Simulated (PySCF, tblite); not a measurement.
**C5H12OSi+ (doublet): geometry, infrared bands and EPR parameters**

Aim: predict the infrared bands and EPR parameters of C5H12OSi+ (doublet) (`[CH2+][CH]O[SiH2]CCC`).

Computed with tblite 0.8.0 and PySCF 2.14.0, with density-fitted response routines of our own, on a single molecule in the gas phase. Atoms are numbered from 0 throughout.

### Step 1. The molecule as given

19 atoms, charge 1, multiplicity 2; geometry from: force field or distance geometry start.

Bonds of the start (Å): C0–C1 1.50, C1–O2 1.42, O2–Si3 1.71, Si3–C4 1.87, C4–C5 1.50, C5–C6 1.50, C0–H7 1.11, C0–H8 1.08, C1–H9 1.10, Si3–H10 1.46, Si3–H11 1.48, C4–H12 1.13, C4–H13 1.08, C5–H14 1.12, C5–H15 1.12, C6–H16 1.10, C6–H17 1.13, C6–H18 1.11.

### Step 2. Optimising the geometry with GFN2-xTB

The job: settings as JSON, then the geometry in Å.

```
{"job": {"kind": "relax", "xc": "GFN2-xTB", "basis": "xTB"}, "charge": 1, "multiplicity": 2}
C     -3.376900     0.182100     0.186000
C     -3.119700    -1.272100     0.438000
O     -1.794300    -1.607700     0.061200
Si    -0.813100    -0.211600     0.202900
C      0.997900    -0.586600    -0.072200
C      1.745100     0.654100     0.311400
C      3.232700     0.553200     0.144100
H     -3.294800     0.914400     1.012800
H     -3.656300     0.501700    -0.811300
H     -3.876000    -1.932300    -0.006100
H     -1.333400     0.802100    -0.712600
H     -0.939400     0.258500     1.601100
H      1.083900    -0.762100    -1.181400
H      1.314100    -1.508800     0.403900
H      1.506400     0.885100     1.375900
H      1.375100     1.461200    -0.372000
H      3.620200     1.049600    -0.761100
H      3.684000     1.109900     1.014200
H      3.634600    -0.481500     0.188100
```

On the command line:

```sh
OMP_NUM_THREADS=1 python probes_run.py task.json out
```

The driver reads the jobs from task.json and runs them one after another.

Output:

```text
step      E/eV     max force
  0    -599.72473    5.698
  1    -600.56123    3.715
  2    -600.94653    4.008
  3    -601.15141    1.343
  4    -601.24353    1.279
  5    -601.33397    1.518
  6    -601.46579    1.197
  7    -601.61417    1.428
  8    -601.75641    1.484
  9    -601.91121    1.354
 10    -602.00380    1.003
 11    -602.08953    0.810
 12    -602.15341    0.848
 13    -602.23105    1.183
 14    -602.29112    1.007
 15    -602.36557    0.707
 16    -602.41199    0.552
 17    -602.43721    0.583
 18    -602.46691    0.498
 19    -602.49963    0.464
 20    -602.52677    0.459
 21    -602.54855    0.571
 22    -602.56859    0.543
 23    -602.59588    0.431
 24    -602.63003    0.521
 25    -602.65713    0.474
 26    -602.67647    0.409
 27    -602.70036    0.455
 28    -602.73821    0.551
 29    -602.77403    0.477
 30    -602.80247    0.505
 31    -602.83282    0.413
 32    -602.85788    0.437
 33    -602.87708    0.332
 34    -602.89075    0.238
 35    -602.90248    0.197
 36    -602.91037    0.303
 37    -602.91556    0.383
 38    -602.92339    0.178
 39    -602.93016    0.173
 40    -602.93616    0.188
 41    -602.94245    0.217
 42    -602.95019    0.217
 43    -602.95891    0.188
 44    -602.97004    0.219
 45    -602.98063    0.223
 46    -602.98778    0.205
 47    -602.99254    0.181
 48    -602.99689    0.151
 49    -603.00157    0.161
 50    -603.00638    0.197
 51    -603.01158    0.261
 52    -603.01791    0.298
 53    -603.02653    0.258
 54    -603.03688    0.222
 55    -603.04726    0.201
 56    -603.05674    0.264
 57    -603.06524    0.297
 58    -603.07459    0.324
 59    -603.08453    0.196
 60    -603.09157    0.204
 61    -603.09645    0.164
 62    -603.10139    0.155
 63    -603.10552    0.137
 64    -603.10940    0.149
 65    -603.11241    0.125
 66    -603.11498    0.127
 67    -603.11682    0.128
 68    -603.11822    0.093
 69    -603.11933    0.073
 70    -603.12043    0.077
 71    -603.12140    0.072
 72    -603.12212    0.061
 73    -603.12280    0.069
 74    -603.12372    0.074
 75    -603.12510    0.106
 76    -603.12691    0.119
 77    -603.12891    0.091
 78    -603.13098    0.114
 79    -603.13330    0.126
 80    -603.13590    0.169
 81    -603.13862    0.176
 82    -603.14080    0.103
 83    -603.14232    0.060
 84    -603.14309    0.064
 85    -603.14389    0.077
 86    -603.14470    0.070
 87    -603.14574    0.073
 88    -603.14710    0.088
 89    -603.14868    0.118
 90    -603.15012    0.107
 91    -603.15120    0.080
 92    -603.15207    0.062
 93    -603.15285    0.107
 94    -603.15367    0.090
 95    -603.15436    0.054
 96    -603.15486    0.049
 97    -603.15538    0.064
 98    -603.15595    0.090
 99    -603.15656    0.069
100    -603.15710    0.042
101    -603.15752    0.055
102    -603.15783    0.056
103    -603.15812    0.047
104    -603.15845    0.040
105    -603.15884    0.040
106    -603.15922    0.037
107    -603.15961    0.043
108    -603.16005    0.047
109    -603.16063    0.048
110    -603.16147    0.065
111    -603.16242    0.126
112    -603.16360    0.087
113    -603.16456    0.069
114    -603.16526    0.069
115    -603.16553    0.044
116    -603.16600    0.057
117    -603.16655    0.069
118    -603.16723    0.101
119    -603.16808    0.112
120    -603.16903    0.148
121    -603.17003    0.084
122    -603.17128    0.072
123    -603.17258    0.087
124    -603.17340    0.074
125    -603.17419    0.081
126    -603.17452    0.087
127    -603.17519    0.048
128    -603.17560    0.038
129    -603.17606    0.043
130    -603.17638    0.051
131    -603.17671    0.045
132    -603.17707    0.040
133    -603.17742    0.037
134    -603.17777    0.046
135    -603.17808    0.044
136    -603.17831    0.030
137    -603.17844    0.028
138    -603.17852    0.025
139    -603.17860    0.020
140    -603.17868    0.016
141    -603.17877    0.017
142    -603.17884    0.020
143    -603.17890    0.021
144    -603.17896    0.017
145    -603.17901    0.016
146    -603.17909    0.020
147    -603.17919    0.023
148    -603.17934    0.022
149    -603.17951    0.036
150    -603.17966    0.020
151    -603.17977    0.032
152    -603.17986    0.020
153    -603.17996    0.022
154    -603.18011    0.024
155    -603.18022    0.024
156    -603.18031    0.032
157    -603.18037    0.019
158    -603.18043    0.031
159    -603.18049    0.015
160    -603.18054    0.016
161    -603.18058    0.015
162    -603.18063    0.015
163    -603.18071    0.017
164    -603.18080    0.023
165    -603.18093    0.025
166    -603.18110    0.034
167    -603.18131    0.036
168    -603.18149    0.027
169    -603.18162    0.023
170    -603.18170    0.020
171    -603.18177    0.015
172    -603.18183    0.019
173    -603.18187    0.017
174    -603.18191    0.018
175    -603.18193    0.013
176    -603.18194    0.007
```

It took 2.2 s on 1 thread of Arm Neoverse N1, shared host; peak memory 0.18 GiB.

Relaxation path: (not every step is listed)

```csv
step,energy from step 0 (eV),largest force (eV/Å)
0,0.0000,5.6982
1,-0.8365,3.7148
2,-1.2218,4.0077
3,-1.4267,1.3429
4,-1.5188,1.2787
5,-1.6092,1.5181
6,-1.7411,1.1970
7,-1.8894,1.4277
8,-2.0317,1.4839
24,-2.9053,0.5208
40,-3.2114,0.1883
56,-3.3320,0.2636
72,-3.3974,0.0610
88,-3.4224,0.0881
104,-3.4337,0.0397
120,-3.4443,0.1480
136,-3.4536,0.0300
152,-3.4551,0.0204
168,-3.4568,0.0273
171,-3.4570,0.0154
172,-3.4571,0.0187
173,-3.4571,0.0167
174,-3.4572,0.0184
175,-3.4572,0.0133
176,-3.4572,0.0067
```

Distances of close pairs at the start and the end, largest changes first:

```csv
bond,before (Å),after (Å),change (Å)
C0–C1,1.498,1.337,-0.161
Si3–C4,1.870,1.987,+0.117
O2–Si3,1.712,1.612,-0.100
C1–O2,1.418,1.328,-0.090
C5–C6,1.500,1.539,+0.038
C6–H17,1.127,1.089,-0.038
C4–H12,1.126,1.090,-0.036
C5–H15,1.120,1.089,-0.031
```

The next job starts from the end point, and lists it.

### Step 3. Vibrational analysis with GFN2-xTB

The job: settings as JSON, then the geometry in Å.

```
{"job": {"kind": "ir", "xc": "GFN2-xTB", "basis": "xTB"}, "charge": 1, "multiplicity": 2}
C     -3.594388    -0.347792    -0.730812
C     -2.910819    -1.114698     0.125452
O     -1.870828    -0.711993     0.846012
Si    -0.819454     0.464384     1.176964
C      0.795295    -0.158201     0.200886
C      1.979549     0.720907     0.486955
C      3.157719     0.148346    -0.320316
H     -3.328262     0.680847    -0.907696
H     -4.439118    -0.743163    -1.264518
H     -3.170297    -2.152470     0.306498
H     -1.137285     1.789117     0.656098
H     -0.561728     0.241002     2.590869
H      0.527875    -0.148645    -0.856026
H      0.963369    -1.185484     0.521625
H      2.235376     0.713669     1.545637
H      1.800155     1.749414     0.175842
H      2.950165     0.163238    -1.386816
H      4.029887     0.771127    -0.126721
H      3.382983    -0.870356    -0.017067
```

Output:

```text
mode    cm-1     km/mol
  1      35.5      0.48
  2      53.6      0.22
  3      80.4      0.08
  4      90.9      0.18
  5     139.3      3.99
  6     183.1      4.34
  7     219.2      2.23
  8     221.4      6.39
  9     305.1     43.04
 10     435.7     18.33
 11     486.4      5.87
 12     567.9     94.15
 13     580.2     37.88
 14     622.9     12.08
 15     669.3     36.04
 16     698.5      1.24
 17     707.8     23.16
 18     734.8    116.01
 19     822.5      7.98
 20     861.8      6.44
 21     928.9     31.94
 22     941.1    214.27
 23     949.6      2.32
 24     985.3     13.93
 25    1014.6     59.54
 26    1062.1      2.10
 27    1133.4    265.91
 28    1175.3      1.81
 29    1212.5      3.70
 30    1218.2     43.69
 31    1264.5     22.33
 32    1275.0      7.10
 33    1342.5     68.25
 34    1372.4      4.66
 35    1415.3     19.86
 36    1418.4      7.59
 37    1471.5      3.03
 38    1475.6      4.24
 39    1563.8    367.28
 40    2298.4     99.94
 41    2330.4     75.47
 42    2978.2     14.13
 43    2993.0      3.25
 44    3007.3     52.16
 45    3010.5     19.65
 46    3015.7     19.09
 47    3035.1      1.63
 48    3052.9     12.53
 49    3055.4     12.61
 50    3113.7     26.54
 51    3162.6     15.81
```

Wall time 1.1 s (1 thread of Arm Neoverse N1, shared host); peak memory 0.18 GiB.

The strongest bands and the atoms that carry them (share of the mass-weighted mode):

```csv
cm⁻¹,km/mol,atoms
568,94.2,"C4 44 %, Si3 24 %, H11 12 %"
735,116.0,"H11 36 %, H10 34 %, Si3 21 %"
941,214.3,"H17 43 %, C6 14 %, C4 13 %"
1133,265.9,"H13 26 %, H12 25 %, C5 15 %"
1342,68.2,"H8 42 %, H7 37 %, C1 15 %"
1564,367.3,"C0 44 %, C1 43 %"
2298,99.9,H10 95 %
2330,75.5,H11 94 %
```

### Step 4. EPR parameters: B3LYP/pcH-1

Settings changed since step 3:

```diff
@@ -1,2 +1,2 @@
-{"job": {"kind": "ir", "xc": "GFN2-xTB", "basis": "xTB"}, "charge": 1, "multiplicity": 2}
+{"job": {"kind": "epr", "basis": "pcH-1"}, "charge": 1, "multiplicity": 2}
 C     -3.594388    -0.347792    -0.730812
```

Method: UKS B3LYP, pcH-1 on C H O Si, non-relativistic, mean-field spin-orbit, GIAO.

Output:

```text
UKS, coarse grid
  cycle   1  E = -562.08870346  |g| = 5.14e-01
  cycle   2  E = -561.77088707  |g| = 9.34e-01
  cycle   3  E = -562.17619812  |g| = 1.90e-01
  cycle   4  E = -562.18835765  |g| = 1.46e-01
  cycle   5  E = -562.20190289  |g| = 4.76e-02
  cycle   6  E = -562.20284121  |g| = 1.48e-02
  cycle   7  E = -562.20297120  |g| = 8.11e-03
  cycle   8  E = -562.20301837  |g| = 2.84e-03
  cycle   9  E = -562.20302471  |g| = 9.27e-04
UKS, final grid
  cycle   1  E = -562.20304965  |g| = 1.84e-03
  cycle   2  E = -562.20303401  |g| = 5.18e-03
  cycle   3  E = -562.20305193  |g| = 4.26e-04
  cycle   4  E = -562.20305203  |g| = 1.10e-04
  cycle   5  E = -562.20305204  |g| = 6.70e-05
  cycle   6  E = -562.20305205  |g| = 4.09e-05
  cycle   7  E = -562.20305205  |g| = 6.39e-06
E = -562.20305205 Eh   <S^2> = 0.7598 (exact 0.7500)
g shifts (ppm)      1          2          3
  rmc          -193       -193       -193
  gc              1         48         47
  oz_so          99       2447       4001
  total         -92       2302       3856
hyperfine (MHz)  atom isotope    a_iso     a_fc   dipolar eigenvalues
    0   13C      29.84      29.94    -34.69    -34.16     68.84
    1   13C     -19.51     -19.61     -4.09      0.02      4.07
    2   17O     -26.05     -25.76    -77.05     38.46     38.59
    3  29Si      28.31      28.40    -17.45      7.68      9.76
    4   13C      16.95      16.94    -22.14    -21.94     44.07
    5   13C      -6.96      -6.97     -5.99     -5.37     11.36
    6   13C      19.82      19.82     -6.59     -6.37     12.96
    7    1H     -27.41     -27.41    -14.63     -2.67     17.30
    8    1H     -28.68     -28.68    -16.50     -2.26     18.76
    9    1H      -1.99      -2.01     -3.97     -1.70      5.68
   10    1H      21.15      21.14     -1.85     -0.50      2.34
   11    1H      73.97      73.96     -1.68     -1.26      2.94
   12    1H       8.72       8.72    -10.14     -1.24     11.38
   13    1H      -2.22      -2.23     -9.58     -1.26     10.84
   14    1H       2.71       2.71     -3.71     -0.92      4.63
   15    1H       1.78       1.78     -3.62     -0.91      4.53
   16    1H      -3.28      -3.28     -3.76     -0.51      4.27
   17    1H      49.09      49.09     -3.41     -1.78      5.18
   18    1H      -3.40      -3.40     -3.68     -0.58      4.25
```

Run time: 3 min. Hardware: 1 thread of Arm Neoverse N1, shared host; peak memory 1.1 GiB.

Principal g values 2.00223, 2.00462, 2.00618; g(iso) = 2.00434, against 2.00232 for a free electron.

Mean a(iso) over the nuclei that a row names, and the largest dipolar term of the row (other rows stand at the frozen geometry):

```csv
nuclei,isotope,a(iso) (MHz),"a(iso) (G, at g = 2.0023)",largest dipolar term (MHz)
"H10, H11",1H,47.6,17.0,2.9
C0,13C,29.8,10.6,68.8
Si3,29Si,28.3,10.1,-17.4
"H7, H8",1H,-28.0,-10.0,18.8
O2,17O,-26.1,-9.3,-77.0
C6,13C,19.8,7.1,13.0
C1,13C,-19.5,-7.0,-4.1
C4,13C,16.9,6.0,44.1
"H16, H17, H18",1H,14.1,5.0,5.2
C5,13C,-7.0,-2.5,11.4
"H12, H13",1H,3.2,1.2,11.4
"H14, H15",1H,2.2,0.8,4.6
H9,1H,-2.0,-0.7,5.7
```

Mulliken spin populations:

C0 0.44; C1 0.00; O2 0.21; Si3 0.02; C4 0.23; C5 0.02; C6 0.05; H7 -0.02; H8 -0.02; H9 0.00; H10 0.01; H11 0.04; H12 0.00; H13 0.00; H14 0.00; H15 0.00; H16 0.00; H17 0.02; H18 0.00

In first order the couplings over 0.8 MHz of 1H give 648 distinct lines over 73.7 G, if the averaged nuclei exchange fast; the same motion can average rows kept apart here too.

Orbitals, density, ELF and potential are computed afterwards from the orbital file.

ELF in a plane through or near 7 of the atoms.

Ten even steps from '0' (0.00) to '9' (1.00):
```
0000000000000000000000000000
0000000000000000000000000000
0000000000000000000000000000
0000000000000011000000000000
0000000000000232100000000000
0000000024100354210000000000
0000000168500222210000000000
0000000179620216021002100000
0000010057543616142014310000
0000898352286871451266420000
0001999778583752221686541000
0001999226249970003844996000
0000576577039990004768998000
0000002899009990004547996000
0000001899104740002323771000
0000000365000000000000000000
0000000000000000000000000000
0000000000000000000000000000
0000000000000000000000000000
0000000000000000000000000000
```
The map spans 14.3 Å across and 9.8 Å up, centred on the molecule. Atoms in the plane (x, y in Å): C0 (3.6, -0.5), C5 (-2.1, 0.4), C6 (-3.1, -0.7), H8 (4.6, -1.1), H12 (-0.5, -1.0), H16 (-2.9, -1.6), H17 (-4.1, -0.3).

On the surface of density 0.002 e/bohr³ the electrostatic potential runs, from the 1st to the 99th percentile, from 2.95 to 5.89 V.

The spin density lies nearest to C0 28 %; O2 19 %; C4 16 %.

### Step 5. Outcome

| quantity | value |
| --- | --- |
| strongest single infrared mode (GFN2-xTB) | 1564 cm⁻¹, 367 km/mol |
| zero-point energy (GFN2-xTB) | 95.5 kcal/mol |
| g(iso) (B3LYP) | 2.00434 |
| ⟨S²⟩ | 0.760 (exact 0.75) |
| largest a(iso) (averaged by class) | 1H on H10, H11, 47.6 MHz |

Relaxing lowered the energy by 3.457 eV in 176 steps; the close pair that moved most is C0–C1, from 1.498 to 1.337 Å. All 51 modes are real, so the xTB geometry is a minimum. The strongest single mode, at 1564 cm⁻¹, moves mainly C0 and C1. GFN2-xTB is a fitted tight-binding method: band positions and strengths are rough. Its intensities can rank the bands wrongly. The largest share of the spin, 0.44 e, sits on C0. The isotropic g lies 2.0 ppt above the free-electron value. These values are for one conformer; the search (at its own cheap level) found 2 more, at 0.93, 0.94 kcal/mol, and measured spectra average over such forms.
